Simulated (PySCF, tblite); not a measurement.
**Cl₄F₂H₆N₂Si₂Ti, an adsorbate on a surface model (Si site with back bonds N[SiH3], F, F): infrared bands, NMR shifts and interaction energy, part 1 of 3**

Wanted: the infrared bands, NMR shifts and interaction energy for `N[Si](F)(F)N[SiH3]` with `[Cl][Ti]([Cl])([Cl])[Cl]`.

Computed with tblite 0.8.0 and PySCF 2.14.0; each step states its level. No surroundings beyond the atoms listed, unless a continuum is named. Atoms count from 0, parts from 1.

## 1. Starting point

17 atoms, charge 0, multiplicity 1; geometry: rigid parts in contact. Parts: 1 = atoms 0–11, `N[Si](F)(F)N[SiH3]`, charge 0; 2 = atoms 12–16, `[Cl][Ti]([Cl])([Cl])[Cl]`, charge 0.

## 2. Search for minima with GFN2-xTB

Job settings and geometry (Å):

```
{"job": {"kind": "dock", "xc": "GFN2-xTB", "basis": "xTB"}, "charge": 0, "multiplicity": 1, "parts": [{"atoms": "0-11", "charge": 0, "multiplicity": 1}, {"atoms": "12-16", "charge": 0, "multiplicity": 1}]}
Si     0.245679    -0.456510    -0.877400
N     -0.371171     0.449196     0.429900
Si    -0.262306     0.047933     2.120616
F     -0.514368    -1.837853    -1.150727
F      1.696450    -0.995348    -0.459143
N      0.149951     0.442230    -2.322535
H     -1.051586     1.145939     0.180333
H      1.148457    -0.155321     2.435118
H     -0.819656     1.225335     2.789496
H     -1.045545    -1.151435     2.431700
H      0.224527    -0.052961    -3.194910
H      0.599567     1.338795    -2.382448
Cl    -2.087648     1.304530    -3.671770
Ti    -0.713191     2.804658    -4.234995
Cl     0.767765     1.968309    -5.485704
Cl     0.195637     3.610019    -2.507896
Cl    -1.730421     4.335933    -5.273439
```

With the program's defaults for keys left out, this is: GFN2-xTB search for minima from random contacts, gas phase.

The run is started by

```bash
OMP_NUM_THREADS=1 python cluster_run.py task.json out
```

One launch serves the whole session: the jobs run in the order shown.

The program printed:

```text
step      E/eV     max force
  0   -1145.37528    0.762
  1   -1145.39497    0.730
  2   -1145.47750    0.706
  3   -1145.51845    0.658
  4   -1145.56738    0.702
  5   -1145.59105    0.578
  6   -1145.61648    0.392
  7   -1145.63382    0.558
  8   -1145.65026    0.642
  9   -1145.67087    0.496
 10   -1145.68504    0.366
 11   -1145.69915    0.409
 12   -1145.71385    0.366
 13   -1145.73537    0.489
 14   -1145.76793    0.650
 15   -1145.80834    0.748
 16   -1145.84880    0.613
 17   -1145.86277    0.882
 18   -1145.89057    0.579
 19   -1145.90616    0.354
 20   -1145.93471    0.506
 21   -1145.95608    0.636
 22   -1145.97724    0.537
 23   -1145.99536    0.333
 24   -1146.00974    0.275
 25   -1146.02422    0.396
 26   -1146.04475    0.476
 27   -1146.06161    0.359
 28   -1146.07135    0.251
 29   -1146.07721    0.185
 30   -1146.08190    0.189
 31   -1146.08938    0.252
 32   -1146.09837    0.214
 33   -1146.10644    0.210
 34   -1146.11287    0.225
 35   -1146.12049    0.274
 36   -1146.13188    0.391
 37   -1146.14592    0.434
 38   -1146.15987    0.346
 39   -1146.17196    0.266
 40   -1146.18137    0.241
 41   -1146.19173    0.268
 42   -1146.20280    0.268
 43   -1146.21152    0.229
 44   -1146.22000    0.210
 45   -1146.22766    0.169
 46   -1146.23333    0.169
 47   -1146.23762    0.181
 48   -1146.24182    0.191
 49   -1146.24744    0.216
 50   -1146.25516    0.243
 51   -1146.26209    0.196
 52   -1146.26813    0.197
 53   -1146.27410    0.175
 54   -1146.28058    0.214
 55   -1146.28757    0.226
 56   -1146.29452    0.280
 57   -1146.30043    0.234
 58   -1146.30500    0.158
 59   -1146.30803    0.129
 60   -1146.30996    0.110
 61   -1146.31183    0.134
 62   -1146.31423    0.106
 63   -1146.31639    0.109
 64   -1146.31774    0.074
 65   -1146.31874    0.078
 66   -1146.32017    0.113
 67   -1146.32287    0.195
 68   -1146.32746    0.261
 69   -1146.33279    0.234
 70   -1146.33664    0.125
 71   -1146.33830    0.087
 72   -1146.33922    0.072
 73   -1146.34011    0.069
 74   -1146.34209    0.070
 75   -1146.34346    0.081
 76   -1146.34531    0.083
 77   -1146.34656    0.078
 78   -1146.34757    0.062
 79   -1146.34827    0.061
 80   -1146.34906    0.072
 81   -1146.35012    0.077
 82   -1146.35163    0.082
 83   -1146.35362    0.124
 84   -1146.35586    0.147
 85   -1146.35810    0.123
 86   -1146.36017    0.105
 87   -1146.36204    0.100
 88   -1146.36409    0.106
 89   -1146.36615    0.119
 90   -1146.36778    0.116
 91   -1146.36906    0.105
 92   -1146.37023    0.088
 93   -1146.37167    0.093
 94   -1146.37327    0.091
 95   -1146.37489    0.091
 96   -1146.37612    0.094
 97   -1146.37728    0.085
 98   -1146.37829    0.085
 99   -1146.37926    0.070
100   -1146.38019    0.070
101   -1146.38122    0.110
102   -1146.38236    0.070
103   -1146.38367    0.085
104   -1146.38473    0.088
105   -1146.38581    0.081
106   -1146.38690    0.073
107   -1146.38811    0.087
108   -1146.38954    0.104
109   -1146.39141    0.109
110   -1146.39395    0.151
111   -1146.39672    0.131
112   -1146.39961    0.145
113   -1146.40169    0.128
114   -1146.40380    0.124
115   -1146.40572    0.130
116   -1146.40896    0.137
117   -1146.41157    0.221
118   -1146.41313    0.267
119   -1146.41713    0.224
120   -1146.42048    0.166
121   -1146.42369    0.163
122   -1146.42705    0.164
123   -1146.43033    0.135
124   -1146.43462    0.135
125   -1146.43803    0.123
126   -1146.44154    0.120
127   -1146.44293    0.137
128   -1146.44505    0.094
129   -1146.44660    0.081
130   -1146.44837    0.074
131   -1146.45004    0.102
132   -1146.45167    0.128
133   -1146.45344    0.132
134   -1146.45577    0.150
135   -1146.45849    0.186
136   -1146.46104    0.140
137   -1146.46281    0.175
138   -1146.46452    0.121
139   -1146.46699    0.142
140   -1146.47048    0.203
141   -1146.47482    0.445
142   -1146.47790    0.259
143   -1146.48272    0.350
144   -1146.48797    0.563
145   -1146.49729    0.265
146   -1146.50878    0.421
147   -1146.52691    0.267
148   -1146.54102    0.521
149   -1146.55362    0.274
150   -1146.56509    0.307
151   -1146.57842    0.315
152   -1146.58563    0.349
153   -1146.59741    0.242
154   -1146.60548    0.198
155   -1146.61455    0.236
156   -1146.62946    0.251
157   -1146.64141    0.299
158   -1146.65030    0.226
159   -1146.65598    0.204
160   -1146.66023    0.186
161   -1146.66308    0.203
162   -1146.66575    0.142
163   -1146.66876    0.135
164   -1146.67238    0.153
165   -1146.67599    0.182
166   -1146.68094    0.242
167   -1146.68720    0.235
168   -1146.69430    0.191
169   -1146.70057    0.232
170   -1146.70600    0.187
171   -1146.71184    0.220
172   -1146.71829    0.262
173   -1146.72469    0.253
174   -1146.72958    0.131
175   -1146.73345    0.132
176   -1146.73640    0.136
177   -1146.73880    0.131
178   -1146.74117    0.129
179   -1146.74414    0.131
180   -1146.74782    0.130
181   -1146.75360    0.146
182   -1146.75635    0.109
183   -1146.75921    0.133
184   -1146.76117    0.134
185   -1146.76347    0.119
186   -1146.76564    0.108
187   -1146.76749    0.102
188   -1146.76872    0.096
189   -1146.76985    0.091
190   -1146.77091    0.059
191   -1146.77176    0.061
192   -1146.77254    0.058
193   -1146.77324    0.064
194   -1146.77395    0.058
195   -1146.77469    0.056
196   -1146.77538    0.052
197   -1146.77596    0.051
198   -1146.77640    0.047
199   -1146.77667    0.042
200   -1146.77682    0.025
201   -1146.77682    0.025
202   -1146.77724    0.007

distinct minima (kcal/mol above the one taken): 0.00 5.24
by PBE0-D3(BJ)/def2-SVP single points: 0.00 9.31
binding energy -45.120 kcal/mol
```

It took 4 min on 1 thread of Intel Xeon at 2.50GHz, shared host.

The steps of the relaxation:

```tsv
step	energy from step 0 (eV)	largest force (eV/Å)
0	0.0000	0.7619
8	-0.2750	0.6422
16	-0.4735	0.6127
24	-0.6345	0.2743
32	-0.7231	0.2139
40	-0.8061	0.2412
48	-0.8665	0.1908
56	-0.9192	0.2800
64	-0.9425	0.0736
72	-0.9639	0.0728
80	-0.9738	0.0720
88	-0.9888	0.1058
96	-1.0008	0.0945
104	-1.0095	0.0877
112	-1.0243	0.1451
120	-1.0452	0.1661
128	-1.0698	0.0945
136	-1.0858	0.1404
144	-1.1127	0.5637
152	-1.2104	0.3489
160	-1.2849	0.1864
168	-1.3190	0.1913
176	-1.3611	0.1353
184	-1.3859	0.1335
192	-1.3973	0.0578
200	-1.4015	0.0251
202	-1.4020	0.0065
```

Close pairs (by a distance rule), those that changed most:

```tsv
bond	before (Å)	after (Å)	change (Å)
N1–Ti13	5.237	2.343	-2.895
Si0–Ti13	4.778	2.949	-1.829
N5–Ti13	3.160	2.390	-0.770
Cl12–Ti13	2.111	2.223	+0.112
Ti13–Cl15	2.111	2.218	+0.107
N1–Si2	1.741	1.798	+0.057
Ti13–Cl14	2.111	2.152	+0.041
Si0–N5	1.704	1.740	+0.036
```

Bonds that formed: N1–Ti13, N5–Ti13.

Contacts between the parts in the structure taken on (a selection, picked against the atoms' radii; other short pairs can be missing):

```tsv
atoms	distance (Å)	kind (by distance and angle)	angle (°)
N1···Ti13	2.34	bonding distance	–
N5···Ti13	2.39	bonding distance	–
Si2···Cl15	3.05	tetrel bond	172
```

Minima and a leading contact of each: 0.00 kcal/mol, N1···Ti13 2.34 Å (bond); 5.24 kcal/mol, N5···Ti13 2.34 Å (bond).

## 3. Harmonic vibrations: GFN2-xTB

Job settings and geometry (Å):

```
{"job": {"kind": "ir", "xc": "GFN2-xTB", "basis": "xTB"}, "charge": 0, "multiplicity": 1, "parts": [{"atoms": "0-11", "charge": 0, "multiplicity": 1}, {"atoms": "12-16", "charge": 0, "multiplicity": 1}]}
Si     0.354529    -0.610394    -1.353967
N     -0.811717     0.415072    -0.588546
Si    -0.550604     1.170980     1.021345
F     -0.221379    -2.059024    -1.696994
F      1.600179    -0.937952    -0.411632
N      0.903324     0.235496    -2.772243
H     -1.765631     0.063292    -0.669743
H      0.866588     1.117094     1.349428
H     -1.187845     2.485961     0.996344
H     -1.286948     0.266613     1.920819
H      0.677697    -0.181273    -3.674090
H      1.868683     0.561432    -2.774792
Cl    -2.027249     0.497660    -3.313997
Ti    -0.680990     1.970874    -2.334909
Cl    -0.088195     2.991959    -4.134557
Cl     0.992768     2.732371    -1.094088
Cl    -2.210916     3.303260    -1.642336
```

Method: GFN2-xTB harmonic vibrations, gas phase.

The program printed:

```text
mode    cm-1     km/mol
  1      32.0      1.68
  2      60.2      0.65
  3      78.1      1.18
  4      96.0      1.99
  5     105.5      1.26
  6     116.1      2.30
  7     120.4      2.10
  8     127.2      0.84
  9     135.9      7.47
 10     140.1      2.23
 11     156.8     25.93
 12     158.2     10.99
 13     167.7     39.45
 14     209.0      2.05
 15     221.3      9.74
 16     224.5      2.25
 17     259.0     12.74
 18     272.4     11.66
 19     296.7     32.78
 20     320.8     29.54
 21     345.3     27.48
 22     380.1    100.53
 23     394.3    106.30
 24     399.1    122.55
 25     565.5     17.54
 26     585.4     88.80
 27     620.9    118.51
 28     677.0     18.56
 29     697.1    175.73
 30     724.8    319.97
 31     766.4     80.02
 32     804.4    140.26
 33     806.6     24.24
 34     810.3    314.52
 35     883.2    219.38
 36     903.4    251.92
 37     944.3    386.18
 38    1139.9    194.66
 39    1448.3     84.65
 40    2205.5    387.44
 41    2286.1    148.17
 42    2344.3    156.02
 43    3289.8      1.55
 44    3340.5     21.79
 45    3343.9      2.51
```

Run time: 9.7 s. Hardware: 1 thread of Intel Xeon at 2.50GHz, shared host; peak memory 0.28 GiB.

The strongest bands and the atoms that carry them:

```tsv
cm⁻¹	km/mol	atoms
725	320.0	H8 40 %, H7 33 %
810	314.5	H9 34 %, H8 24 %, H7 24 %
883	219.4	Si0 40 %, N5 24 %, F4 12 %
903	251.9	Si0 44 %, F3 29 %, F4 10 %
944	386.2	Si0 35 %, N1 33 %, H6 12 %
2206	387.4	H9 96 %
```

Strongest bands of the parts alone (cm⁻¹, km/mol): part 1: 802 (374), 1207 (409), 2231 (380); part 2: 446 (66), 446 (66), 446 (66).

On forming the cluster at 298.15 K and 1 atm (harmonic, kcal/mol): zero-point energy +0.88, all enthalpy terms beyond the electronic energy +0.64, −TΔS +13.57.

## 4. Nuclear shieldings: PBE0/pcSseg-1

The job, as its differences from that of step 3:

```diff
@@ -1,2 +1,2 @@
-{"job": {"kind": "ir", "xc": "GFN2-xTB", "basis": "xTB"}, "charge": 0, "multiplicity": 1, "parts": [{"atoms": "0-11", "charge": 0, "multiplicity": 1}, {"atoms": "12-16", "charge": 0, "multiplicity": 1}]}
+{"job": {"kind": "nmr", "xc": "PBE0", "basis": "pcSseg-1"}, "charge": 0, "multiplicity": 1, "parts": [{"atoms": "0-11", "charge": 0, "multiplicity": 1}, {"atoms": "12-16", "charge": 0, "multiplicity": 1}]}
 Si     0.354529    -0.610394    -1.353967
```

Method: GIAO PBE0/pcSseg-1 NMR shielding, non-relativistic, gas phase.

The program printed:

```text
coarse grid: 81216 points
cycle   1  E = -3580.6798002646  dE =  1.238e+00  |g| = 1.144e+00  |ddm| = 4.272e+00
cycle   2  E = -3569.6202946687  dE =  1.106e+01  |g| = 8.755e+00  |ddm| = 4.119e+00
cycle   3  E = -3580.7792786704  dE = -1.116e+01  |g| = 1.031e+00  |ddm| = 3.373e+00
cycle   4  E = -3580.9328041123  dE = -1.535e-01  |g| = 3.403e-01  |ddm| = 7.282e-01
cycle   5  E = -3580.9569862915  dE = -2.418e-02  |g| = 3.403e-02  |ddm| = 2.426e-01
cycle   6  E = -3580.9570159954  dE = -2.970e-05  |g| = 2.865e-02  |ddm| = 4.793e-02
cycle   7  E = -3580.9572057528  dE = -1.898e-04  |g| = 5.375e-03  |ddm| = 2.918e-02
cycle   8  E = -3580.9572111941  dE = -5.441e-06  |g| = 1.752e-03  |ddm| = 6.277e-03
final grid: 161520 points
cycle   9  E = -3580.9572029155  dE =  6.226e-06  |g| = 5.733e-03  |ddm| = 6.890e-03
cycle  10  E = -3580.9571155371  dE =  8.738e-05  |g| = 2.097e-02  |ddm| = 2.028e-02
cycle  11  E = -3580.9572099812  dE = -9.444e-05  |g| = 9.484e-04  |ddm| = 1.587e-02
cycle  12  E = -3580.9572102058  dE = -2.246e-07  |g| = 7.348e-05  |ddm| = 1.023e-03
cycle  13  E = -3580.9572102070  dE = -1.194e-09  |g| = 1.634e-05  |ddm| = 8.313e-05
cycle  14  E = -3580.9572102070  dE = -5.457e-11  |g| = 1.014e-05  |ddm| = 2.444e-05
converged SCF energy = -3580.9572102070

GIAO shielding tensors (ppm)
atom      isotropic    diamagn.    paramagn.     s11        s22        s33       span
  0 Si     408.864     876.048    -467.184    397.996    401.678    426.919     28.924
  1 N      220.322     322.707    -102.385    200.878    207.695    252.394     51.517
  2 Si     396.989     877.992    -481.002    352.292    395.027    443.650     91.358
  3 F      307.638     467.615    -159.976    264.555    275.400    382.960    118.405
  4 F      310.235     469.860    -159.625    268.353    285.050    377.302    108.948
  5 N      211.382     320.256    -108.874    195.360    214.869    223.918     28.558
  6 H       29.675      31.456      -1.781     21.508     28.056     39.459     17.951
  7 H       26.582      28.689      -2.108     23.962     25.834     29.949      5.987
  8 H       26.436      28.630      -2.194     22.782     25.746     30.781      7.998
  9 H       27.043      29.209      -2.167     23.168     25.258     32.701      9.533
 10 H       29.192      28.365       0.827     22.650     26.358     38.569     15.919
 11 H       29.357      29.490      -0.133     23.165     26.495     38.411     15.246
 12 Cl     306.434    1147.873    -841.439     16.020    146.731    756.551    740.532
 13 Ti    -650.085    1599.226   -2249.312   -798.167   -630.946   -521.143    277.024
 14 Cl      -5.861    1146.388   -1152.249   -415.558   -398.813    796.788   1212.346
 15 Cl     333.826    1149.244    -815.418     47.359    206.135    747.984    700.626
 16 Cl     -13.357    1147.650   -1161.007   -498.399   -369.482    827.809   1326.209

== part 1 alone, relaxed ==
coarse grid: 11264 points
cycle   1  E = -891.2302177735  dE =  5.081e-01  |g| = 8.469e-01  |ddm| = 3.176e+00
cycle   2  E = -891.1515838790  dE =  7.863e-02  |g| = 1.127e+00  |ddm| = 1.142e+00
cycle   3  E = -891.3517517493  dE = -2.002e-01  |g| = 4.543e-02  |ddm| = 6.524e-01
cycle   4  E = -891.3519434280  dE = -1.917e-04  |g| = 2.873e-02  |ddm| = 3.943e-02
cycle   5  E = -891.3520927478  dE = -1.493e-04  |g| = 5.293e-03  |ddm| = 1.929e-02
cycle   6  E = -891.3520982154  dE = -5.468e-06  |g| = 7.149e-04  |ddm| = 3.935e-03
final grid: 101280 points
cycle   7  E = -891.3902747669  dE = -2.008e-05  |g| = 7.314e-03  |ddm| = 1.248e-02
cycle   8  E = -891.3902644707  dE =  1.030e-05  |g| = 1.021e-02  |ddm| = 1.070e-02
cycle   9  E = -891.3902855584  dE = -2.109e-05  |g| = 6.452e-04  |ddm| = 6.378e-03
cycle  10  E = -891.3902856103  dE = -5.183e-08  |g| = 2.416e-04  |ddm| = 4.558e-04
cycle  11  E = -891.3902856192  dE = -8.911e-09  |g| = 3.040e-05  |ddm| = 1.388e-04
cycle  12  E = -891.3902856193  dE = -1.319e-10  |g| = 9.438e-06  |ddm| = 2.996e-05
converged SCF energy = -891.3902856193

GIAO shielding tensors (ppm)
atom      isotropic    diamagn.    paramagn.     s11        s22        s33       span
  0 Si     404.341     880.072    -475.731    379.084    384.529    449.410     70.327
  1 N      251.444     327.244     -75.800    226.282    237.169    290.880     64.598
  2 Si     405.446     879.507    -474.062    361.601    395.201    459.534     97.932
  3 F      328.815     470.558    -141.744    282.187    311.925    392.333    110.147
  4 F      321.888     471.388    -149.500    273.924    312.252    379.488    105.564
  5 N      246.006     318.778     -72.771    216.717    241.945    279.357     62.640
  6 H       31.197      34.066      -2.869     22.219     29.084     42.288     20.069
  7 H       26.868      29.260      -2.393     22.949     25.857     31.797      8.848
  8 H       27.112      28.773      -1.662     23.530     25.293     32.512      8.982
  9 H       26.853      28.887      -2.034     22.750     25.321     32.487      9.737
 10 H       30.746      28.932       1.814     23.463     26.017     42.758     19.295
 11 H       30.950      31.494      -0.544     23.983     26.898     41.970     17.988

== part 2 alone, relaxed ==
coarse grid: 32720 points
cycle   1  E = -2689.3879954325  dE =  5.174e-01  |g| = 8.050e-01  |ddm| = 2.642e+00
cycle   2  E = -2682.4441419771  dE =  6.944e+00  |g| = 7.144e+00  |ddm| = 3.022e+00
cycle   3  E = -2689.3795219798  dE = -6.935e+00  |g| = 9.582e-01  |ddm| = 2.147e+00
cycle   4  E = -2689.5469745284  dE = -1.675e-01  |g| = 1.200e-01  |ddm| = 4.629e-01
cycle   5  E = -2689.5490740339  dE = -2.100e-03  |g| = 4.891e-02  |ddm| = 5.005e-02
cycle   6  E = -2689.5496106166  dE = -5.366e-04  |g| = 5.878e-03  |ddm| = 3.645e-02
cycle   7  E = -2689.5496178862  dE = -7.270e-06  |g| = 1.085e-03  |ddm| = 4.502e-03
final grid: 60240 points
cycle   8  E = -2689.5496377997  dE =  2.439e-06  |g| = 3.642e-03  |ddm| = 2.928e-03
cycle   9  E = -2689.5496028867  dE =  3.491e-05  |g| = 1.330e-02  |ddm| = 1.070e-02
cycle  10  E = -2689.5496405930  dE = -3.771e-05  |g| = 1.720e-04  |ddm| = 8.457e-03
cycle  11  E = -2689.5496406007  dE = -7.693e-09  |g| = 3.395e-05  |ddm| = 1.907e-04
cycle  12  E = -2689.5496406011  dE = -3.711e-10  |g| = 8.953e-06  |ddm| = 4.321e-05
converged SCF energy = -2689.5496406011

GIAO shielding tensors (ppm)
atom      isotropic    diamagn.    paramagn.     s11        s22        s33       span
  0 Cl      60.420    1148.497   -1088.078   -369.481   -368.925    919.665   1289.145
  1 Ti    -892.819    1605.786   -2498.605   -893.240   -892.950   -892.268      0.972
  2 Cl      60.635    1148.498   -1087.863   -369.098   -368.849    919.851   1288.949
  3 Cl      60.555    1148.497   -1087.941   -369.212   -368.862    919.741   1288.953
  4 Cl      60.627    1148.496   -1087.869   -369.054   -368.820    919.755   1288.809
```

Run time: 5.4 min. Hardware: 1 thread of Intel Xeon at 2.50GHz, shared host; peak memory 1.7 GiB.

The references, computed at this level on geometries of the same kind, shield at (ppm): $^{1}$H TMS 31.72, $^{29}$Si TMS 349.2, $^{19}$F CFCl3 170.9, $^{15}$N NH3 267.7, $^{35}$Cl HCl 950. Their shielding less the atom's gives the shift. The references are single molecules in the gas phase, so shifts against H2O, NH3, PH3, H3PO4 or CFCl3 are not on the usual liquid scales and can be off by tens of ppm.

```tsv
atoms	environment	σ (ppm)	δ (ppm)
H8	hydrogen on a silicon bonded to N	26.44	5.28
H7	hydrogen on a silicon bonded to N	26.58	5.14
H9	hydrogen on a silicon bonded to N	27.04	4.67
H10	hydrogen on a nitrogen bonded to Si, Ti	29.19	2.52
H11	hydrogen on a nitrogen bonded to Si, Ti	29.36	2.36
H6	hydrogen on a nitrogen bonded to 2 Si, Ti	29.67	2.04
Si2	silicon bonded to N, 3 H	397.0	-47.8
Si0		408.9	-59.7
N5	nitrogen bonded to Si, Ti, 2 H	211.4	56.3
N1	nitrogen bonded to 2 Si, Ti, H	220.3	47.4
F3	fluorine bonded to Si	307.6	-136.7
F4	fluorine bonded to Si	310.2	-139.3
Cl16	chlorine bonded to Ti	-13	963
Cl14	chlorine bonded to Ti	-6	956
Cl12	chlorine bonded to Ti	306	643
Cl15	chlorine bonded to Ti	334	616
Ti13		-650	–
```

Charges from the same density, by scheme (e):

```tsv
atoms	Mulliken	IAO	Hirshfeld	ESP fit
Si0	1.49	1.70	0.57	1.04
N1	-0.92	-0.94	-0.28	-0.63
Si2	0.60	0.72	0.35	0.51
F3	-0.38	-0.51	-0.18	-0.30
F4	-0.39	-0.51	-0.18	-0.28
N5	-0.63	-0.83	-0.25	-0.92
Cl12	-0.25	-0.39	-0.18	-0.21
Ti13	0.50	1.08	0.36	0.20
Cl14	-0.20	-0.28	-0.15	-0.11
Cl15	-0.25	-0.37	-0.15	-0.19
Cl16	-0.21	-0.27	-0.12	-0.09
```

Mayer bond orders: Si0–N1 0.87, N1–Si2 0.71, Si0–F3 1.01, Si0–F4 0.99, Si0–N5 0.87, Cl12–Ti13 1.11, Ti13–Cl14 1.28, Ti13–Cl15 1.08, Ti13–Cl16 1.27, N1–Ti13 0.33, N5–Ti13 0.35.

Against the parts alone, each relaxed by itself:

```tsv
atom	σ alone (ppm)	σ in the cluster	shift on binding (ppm)
Cl15	60.56	333.83	-273.27
Cl12	60.42	306.43	-246.01
Ti13	-892.82	-650.09	-242.73
Cl16	60.63	-13.36	+73.98
Cl14	60.63	-5.86	+66.50
H11	30.95	29.36	+1.59
H10	30.75	29.19	+1.55
H6	31.20	29.67	+1.52
H8	27.11	26.44	+0.68
```

(Continued in part 2 of 3.)
